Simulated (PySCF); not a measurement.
**Ge2H6O2 (SMILES [OH][GeH2][GeH2][OH]): PBE/6-31G(d) (spherical functions)**

Aim: the vertical singlet–triplet gap of Ge2H6O2 at PBE/6-31G* (spherical functions), from 2 runs. 

Program for the calculation: PySCF 2.14.0.

4 further runs of the same task are left out: 4 set aside as unsound or not needed.

## 1. Starting point

The species is Ge2H6O2 (10 atoms), meant as a singlet with charge 0. As SMILES, `[OH][GeH2][GeH2][OH]`. The shape is that of a PBE0-D4/def2-TZVP optimisation. This is one conformer, not always the lowest.

Bond lengths: O1–Ge2 1.791 Å, Ge2–Ge3 2.444 Å, Ge3–O4 1.791 Å, O1–H5 0.960 Å, Ge2–H6 1.534 Å, Ge2–H7 1.547 Å, Ge3–H8 1.534 Å, Ge3–H9 1.547 Å, O4–H10 0.960 Å. Some angles: O1–Ge2–Ge3 109.9°, Ge2–Ge3–O4 109.9°, O1–Ge2–H6 103.9°, O1–Ge2–H7 109.4°, Ge3–Ge2–H6 113.2°, Ge3–Ge2–H7 110.2°, Ge2–O1–H5 112.5°, Ge2–Ge3–H8 113.2°, Ge2–Ge3–H9 110.2°, O4–Ge3–H8 103.9°.

## 2. The energy at PBE/6-31G(d) (spherical functions)

The input, job.py:

```python
from pyscf import gto, dft

system = gto.M(
    atom='''
O       -0.309300       2.455000      -0.006400
Ge       0.600700       0.984100       0.456700
Ge      -0.721500      -1.006400      -0.054200
O        0.308500      -2.466700       0.057800
H       -0.425000       2.532100      -0.955900
H        0.860000       1.168500       1.957800
H        1.943500       0.946400      -0.311300
H       -1.840500      -1.265700       0.963100
H       -1.315400      -0.903200      -1.479200
H        0.981900      -2.495100      -0.625400
''',
    basis='6-31g*',
    max_memory=1860,
    spin=0,
    verbose=3,
)

mf = dft.RKS(system, xc='pbe')
mf.grids.level = 5
mf.conv_tol = 1e-10
mf.kernel()
if not mf.converged:
    mf = mf.newton().run(mf.mo_coeff, mf.mo_occ)

e_final = mf.e_tot
print('E(%s) = %.9f' % ('PBE', e_final))
```

Started as:

```console
OMP_NUM_THREADS=1 python job.py
```

The program printed:

```text
converged SCF energy = -4306.70418010971
E(PBE) = -4306.704180110
```

Wall time 43 s (1 thread of Arm Neoverse V1, shared host); peak memory 0.57 GiB.

## 3. The triplet, same level

The input, start.xyz:

```xyz
10

O     -0.309300     2.455000    -0.006400
Ge     0.600700     0.984100     0.456700
Ge    -0.721500    -1.006400    -0.054200
O      0.308500    -2.466700     0.057800
H     -0.425000     2.532100    -0.955900
H      0.860000     1.168500     1.957800
H      1.943500     0.946400    -0.311300
H     -1.840500    -1.265700     0.963100
H     -1.315400    -0.903200    -1.479200
H      0.981900    -2.495100    -0.625400
```

The input, run.py:

```python
from pyscf import gto, dft

mol = gto.Mole()
mol.atom = 'start.xyz'
mol.verbose = 3
mol.spin = 2
mol.basis = '6-31g*'
mol.max_memory = 1860
mol.build()

myscf = dft.UKS(mol, xc='pbe')
myscf.conv_tol = 1e-10
myscf.grids.level = 5
myscf.kernel()
if not myscf.converged:
    myscf = myscf.newton().run(myscf.mo_coeff, myscf.mo_occ)

e_tot = myscf.e_tot
print('Final energy', e_tot)
```

Started as:

```console
OMP_NUM_THREADS=1 python run.py
```

The program printed:

```text
WARN: HOMO -0.0935614499327673 >= LUMO -0.279684462056129

WARN: HOMO -0.0536511550015 >= LUMO -0.0623478732360834

WARN: HOMO -0.0686078695261068 >= LUMO -0.21291327347622

WARN: HOMO -0.0781815053834278 >= LUMO -0.213835364628687

WARN: HOMO -0.0765202410103782 >= LUMO -0.224469404337508

WARN: HOMO -0.0734269301301187 >= LUMO -0.222632121887529

WARN: HOMO -0.0748179374393767 >= LUMO -0.224494869193265

WARN: HOMO -0.0752281596036943 >= LUMO -0.225176322991869

WARN: HOMO -0.0747580318428751 >= LUMO -0.224617502013898

WARN: HOMO -0.0748162345922228 >= LUMO -0.224635842750091

WARN: HOMO -0.0748101901503095 >= LUMO -0.224622016723423

WARN: HOMO -0.0748076293476436 >= LUMO -0.224616854574355

WARN: HOMO -0.0748120945511048 >= LUMO -0.224620879497342

WARN: HOMO -0.0748106701455793 >= LUMO -0.224619303584278

WARN: HOMO -0.0748107817591914 >= LUMO -0.224619645629564

WARN: HOMO -0.0748103996510046 >= LUMO -0.224618156153146

converged SCF energy = -4306.54712424391  <S^2> = 2.0019801  2S+1 = 3.0013198
Final energy -4306.547124243907
```

Run time: 86 s. Hardware: 1 thread of Arm Neoverse V1, shared host; peak memory 0.6 GiB.

## 4. What came out

At PBE/6-31G* (spherical functions):

```
                                        quantity           value
                           singlet: total energy  -4306.70418 Eh
                          singlet: dipole moment          2.28 D
                            singlet: HOMO energy        -5.85 eV
                            singlet: LUMO energy        -1.39 eV
                          singlet: HOMO–LUMO gap         4.46 eV
                           triplet: total energy  -4306.54712 Eh
                          triplet: dipole moment          2.35 D
     triplet: HOMO energy (highest over α and β)        -2.04 eV
                                   triplet: ⟨S²⟩           2.002
vertical energy of the triplet above the singlet        4.274 eV
```

**Reading.** At this shape the triplet lies 4.27 eV (99 kcal/mol) above the singlet. Mulliken charges (singlet) run from -0.64 on O1 to +0.41 on H5; they depend strongly on the basis. Mulliken charges (triplet) run from -0.49 on O1 to +0.40 on H5.
